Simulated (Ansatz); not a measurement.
# CH4AlFOS: small, medium and large basis sets

The task here is to estimate one member of a computed series from the others.

Method: one geometry, several basis sets; program: Ansatz 0.2.0, Gaussian basis.

Plan: PBE0-D4/def2-SVP; ωB97M-V/def2-SVP; PBE0-D4/def2-QZVPP; ωB97M-V/def2-QZVPP; the functionals' def2-TZVPP values are taken from earlier runs.

### The relaxed structure

The geometry comes from an earlier relaxation with PBE0-D4 in a triple-zeta def2 set; it is a stationary point, not always the lowest conformer.

9 atoms, charge 0, spin multiplicity 1.

Atoms are counted from 1 here; the program's logs count them from 0.

Bond lengths: O1–Al2 1.686 Å, O1–H6 0.954 Å, Al2–S3 2.190 Å, Al2–C4 1.973 Å, S3–H7 1.344 Å, C4–F5 1.393 Å, C4–H8 1.097 Å, C4–H9 1.097 Å. Angles: Al2–O1–H6 126.5°, O1–Al2–S3 123.0°, O1–Al2–C4 120.3°, S3–Al2–C4 116.6°, Al2–S3–H7 93.9°, Al2–C4–F5 112.2°, Al2–C4–H8 111.2°, Al2–C4–H9 111.2°, F5–C4–H8 108.0°, F5–C4–H9 108.0°, H8–C4–H9 106.0°.

Set-up of the first run:

Contents of in.yaml:

```yaml
crystal:
  periodic: [false, false, false]
  atoms:
    - {symbol: O, position_ang: [0.014660, 1.795562, -0.652966]}
    - {symbol: Al, position_ang: [0.286248, 0.237227, -0.069229]}
    - {symbol: S, position_ang: [2.285344, -0.544213, 0.363614]}
    - {symbol: C, position_ang: [-1.229762, -0.982754, 0.258825]}
    - {symbol: F, position_ang: [-2.453918, -0.396230, -0.055327]}
    - {symbol: H, position_ang: [0.678395, 2.454719, -0.842091]}
    - {symbol: H, position_ang: [2.907234, 0.590925, 0.002162]}
    - {symbol: H, position_ang: [-1.134218, -1.903047, -0.331200]}
    - {symbol: H, position_ang: [-1.265682, -1.298688, 1.309110]}
basis:
  gaussian: {orbitals: def2-SVP}
hamiltonian: {xc: pbe0, dispersion: d4}
output: {orbitals: {seedname: orbitals}}
```

The run is started by

```console
ansatz run in.yaml --threads 4 --pin off --events-out ev --progress --plain --max-ram 10444MiB
```

Steps of the session up to this table: PBE0-D4 in def2-SVP; ωB97M-V in def2-SVP; PBE0-D4 in def2-QZVPP; ωB97M-V in def2-QZVPP.

One of the session's tables, all rows but one given; the rest of the session is left out.

```
functional       basis  HOMO (eV)
   PBE0-D4    def2-SVP      -7.70
   PBE0-D4  def2-TZVPP      -7.85
   PBE0-D4  def2-QZVPP          ?
   ωB97M-V    def2-SVP      -9.86
   ωB97M-V  def2-TZVPP     -10.05
   ωB97M-V  def2-QZVPP     -10.10
```

Q: Estimate the row for PBE0-D4, def2-QZVPP from the others.

**Answer.** HOMO (eV): -7.89. In the column «HOMO (eV)» it lies between ωB97M-V, def2-SVP (-9.86) and PBE0-D4, def2-TZVPP (-7.85).
